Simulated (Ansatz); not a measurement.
# Titanium, bcc under PBEsol: ground state and equation of state

Aim: take titanium in the bcc structure, relax it, solve it on a dense k-mesh, then scale the cell to 7 volumes from 88 to 112 % of the relaxed one and try a fit of the equation of state. Spin polarisation is left out. The k-meshes are 13×13×13 for the relaxation; 23×23×23 for the dense run; 15×15×15 for the volumes.

This is Ti in the bcc structure; at room conditions it is hcp.

Method: DFT PBEsol, plane waves (420 eV) with PAW, scalar-relativistic; the PAW data stem from PBE, with regenerated cores, in Ansatz 0.2.0.

### 1 The structure to begin with

The structure is cubic, space group Im-3m (No. 229). Conventional cell: a = 3.281 Å, b = 3.281 Å, c = 3.281 Å, α = 90.00°, β = 90.00°, γ = 90.00°. Ti (site symmetry m-3m) has 8 Ti at 2.84 Å as nearest neighbours.

Coordinates:

```cif
data_structure
_symmetry_space_group_name_H-M 'P 1'
_symmetry_Int_Tables_number 1
_cell_length_a 2.8413
_cell_length_b 2.8413
_cell_length_c 2.8413
_cell_angle_alpha 109.471
_cell_angle_beta 109.471
_cell_angle_gamma 109.471
_cell_volume 17.66
loop_
_atom_site_label
_atom_site_type_symbol
_atom_site_fract_x
_atom_site_fract_y
_atom_site_fract_z
_atom_site_occupancy
Ti1 Ti 0.00000 0.00000 0.00000 1
```

### 2 Geometry optimisation

input.yaml reads:

```yaml
crystal:
  lattice:
    - [-1.6404466475, 1.6404466475, 1.6404466475]
    - [1.6404466475, -1.6404466475, 1.6404466475]
    - [1.6404466475, 1.6404466475, -1.6404466475]
  atoms:
    - { symbol: Ti, position: [0.0, 0.0, 0.0] }
hamiltonian:
  xc: pbesol
  pseudopotentials:
    kind: paw
    azcp:
      Ti: "pseudopotentials/Ti.paw.azcp"
basis:
  ecutwfc: 420
  fft_grid_basis: typed
kpoints:
  mp_grid: { grid: [13, 13, 13], shift: [0, 0, 0] }
magnetization:
  spin_polarized: false
scf:
  occupations: { method: fermi_dirac, width: 0.1 }
relax:
  max_steps: 60
  f_tol: 0.01
  cell: {}
```

Further steps of the session: Single point on a dense mesh; Equation of state: 88 %; Equation of state: 92 %; Equation of state: 96 %; Equation of state: 100 %; Equation of state: 104 %; Equation of state: 108 %; Equation of state: 112 %.

**Question.** What will these runs give? Wanted: space group; conventional cell; volume; shortest distance; gap on the mesh; relative to hcp; V₀, B₀, B₀′.

The runs gave:

| quantity | value |
| --- | --- |
| space group (spins left aside) | Im-3m (No. 229) |
| conventional cell | a = 3.214 Å |
| volume | 16.601 Å³/atom |
| shortest distance | 2.783 Å |
| gap on the mesh | none (levels filled in part) |
| relative to hcp | +104 meV/atom |
| V₀, B₀, B₀′ | 16.524 Å³/atom, 113 GPa, 3.4 |

**Reading.** The relaxation shrank the cell by 6.0 % in volume. Against the reference form of titanium (hcp, computed apart with the same settings) it stands 104 meV/atom higher. Levels at the Fermi energy are filled in part, as in a metal. B₀ comes out at 113 GPa. Relaxation kept the symmetry; phonons were not checked.
